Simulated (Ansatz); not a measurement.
# SnH3O (SMILES [OH][SnH2]) at UMP2/STO-3G

Aim: the electronic atomisation energy of SnH3O at UMP2/STO-3G, from 4 runs. 

The results are computed with Ansatz 0.2.0.

58 further runs of the same task are left out: 7 that didn't finish, 51 set aside as unsound or not needed.

**1. The system as given**

The species is SnH3O (5 atoms), meant as a doublet with charge 0. As SMILES, `[OH][SnH2]`. The coordinates come from a PBE0-D4/def2-TZVP relaxation. This is one conformer, not always the lowest.

Bond lengths: O1–Sn2 1.976 Å, O1–H3 0.960 Å, Sn2–H4 1.735 Å, Sn2–H5 1.722 Å. Angles: O1–Sn2–H4 106.9°, O1–Sn2–H5 101.9°, Sn2–O1–H3 113.3°, H4–Sn2–H5 111.7°.

**2. The energy at UMP2/STO-3G**

The input, input.yaml:

```yaml
crystal:
  periodic: [false, false, false]
  atoms:
    - {symbol: O, position_ang: [0.707400, -0.732900, 0.861900]}
    - {symbol: Sn, position_ang: [0.104500, 0.308800, -0.705500]}
    - {symbol: H, position_ang: [0.368600, -1.631300, 0.873200]}
    - {symbol: H, position_ang: [-1.606800, 0.061300, -0.845900]}
    - {symbol: H, position_ang: [0.476300, 1.920400, -0.224900]}
basis:
  gaussian: {orbitals: STO-3G}
magnetization: {spin_polarized: true, initial_magnetization: 1}
correlation: {method: mp2, frozen_orbitals: {H: 0, O: 1, Sn: 18}}
accuracy: high
```

Launch:

```bash
ansatz run input.yaml --threads 1 --pin off --max-ram 2610MiB --events-out events.jsonl --progress --plain --runs-dir runs
```

The log of the run:

```text
Warning: RAYON_NUM_THREADS=1 ignored (pool sized by the plan → 1); use --threads N
Functional definition: HF
  name "HF"
  exchange = exact_x
  correlation = 0
640 factors; integrals over basis functions are off by at most 4.8e-9 eV
mean field evaluation 1: about -164323.2468 eV, gradient 1.4e1 eV
mean field evaluation 2: about -164323.2992 eV, gradient 1.4e1 eV
mean field evaluation 4: about -164325.0301 eV, gradient 1.3e0 eV
mean field evaluation 8: about -164325.0775 eV, gradient 1.1e-3 eV
mean field -164325.07451197 eV, -6038.8351047790 hartree, gradient 3.1e-8 eV, S^2 0.753010; 0 other end points of the search recorded, 0 dependent functions left out
19 core orbitals not correlated: weight in the atoms' cores, before any rotation towards them, 1.000 or more for the frozen orbitals, at most 0.000 for the correlated occupied ones
reference -164325.07451197 eV, -6038.8351047790 hartree; 12, 11 occupied and 4, 5 virtual orbitals, 640 factors
second order -1.82891619 eV of doubles, -0.00000000 eV of singles
Total energy: -164326.90342816 eV, -6038.9023162092 hartree
```

Run time: 0.64 s. Hardware: 1 thread of Arm Neoverse V2, shared host; peak memory 0.1 GiB.

**3. The H atom: a single-point energy at UHF/STO-3G**

The input, run.yaml:

```yaml
crystal:
  periodic: [false, false, false]
  atoms:
    - {symbol: H, position_ang: [0.000000, 0.000000, 0.000000]}
basis:
  gaussian:
    orbitals: STO-3G
magnetization:
  spin_polarized: true
  initial_magnetization: 1
hamiltonian:
  xc: hf
accuracy: high
```

Launch:

```bash
ansatz run run.yaml --threads 1 --pin off --max-ram 2610MiB --events-out events.jsonl --progress --plain --runs-dir runs
```

The log of the run:

```text
Warning: RAYON_NUM_THREADS=1 ignored (pool sized by the plan → 1); use --threads N
[... 4 set-up lines as earlier in the session ...]
1 factors; integrals over basis functions are off by at most 4.6e-10 eV
mean field evaluation 1: about -12.6963 eV, gradient 0.0e0 eV
mean field evaluation 2: about -12.6963 eV, gradient 0.0e0 eV
mean field -12.69633895 eV, -0.4665818504 hartree, gradient 0.0e0 eV, S^2 0.750000; 0 other end points of the search recorded, 0 dependent functions left out
reference -12.69633895 eV, -0.4665818504 hartree; 1, 0 occupied and 0, 1 virtual orbitals, 1 factors
Total energy: -12.69633895 eV, -0.4665818504 hartree
```

It took 0.02 s on 1 thread of Arm Neoverse V2, shared host.

**4. The O atom**

The input, in.yaml:

```yaml
crystal:
  periodic: [false, false, false]
  atoms:
    - {symbol: O, position_ang: [0.000000, 0.000000, 0.000000]}
basis:
  gaussian: {orbitals: STO-3G}
magnetization: {spin_polarized: true, initial_magnetization: 2}
correlation: {method: mp2, frozen_orbitals: {O: 1}}
accuracy: high
```

Run the same way, it converges to -73.80415 Eh (log not shown).

**5. The Sn atom**

The input, molecule.yaml:

```yaml
crystal:
  periodic: [false, false, false]
  atoms:
    - symbol: Sn
      position_ang: [0.000000, 0.000000, 0.000000]
basis:
  gaussian: {orbitals: STO-3G}
magnetization: {spin_polarized: true, initial_magnetization: 2}
correlation: {method: mp2, frozen_orbitals: {Sn: 18}}
accuracy: high
```

Run the same way, it converges to -5963.21349 Eh (log not shown).

**6. Summary of results**

Level: UMP2/STO-3G, 19 core orbitals frozen.

```
                                              quantity           value
                                molecule: total energy  -6038.90232 Eh
molecule: correlation energy (19 core orbitals frozen)       -67.2 mEh
           molecule: ⟨S²⟩ of the reference determinant           0.753
                                  H atom: total energy     -0.46658 Eh
                                          H atom: ⟨S²⟩           0.750
                                  O atom: total energy    -73.80415 Eh
    O atom: correlation energy (1 core orbital frozen)         0.0 mEh
             O atom: ⟨S²⟩ of the reference determinant           2.000
                                 Sn atom: total energy  -5963.21349 Eh
 Sn atom: correlation energy (18 core orbitals frozen)        -7.4 mEh
            Sn atom: ⟨S²⟩ of the reference determinant           2.000
                         electronic atomisation energy       13.196 eV
```

Taking the molecule apart into free atoms costs 13.20 eV (1273 kJ/mol), before zero-point energy and without spin-orbit coupling. In a minimal basis such a difference can be off by several eV, whatever the method. Relativity is left out (molecule) although the molecule holds a heavy atom. Relativity is left out (Sn atom) although the molecule holds a heavy atom.
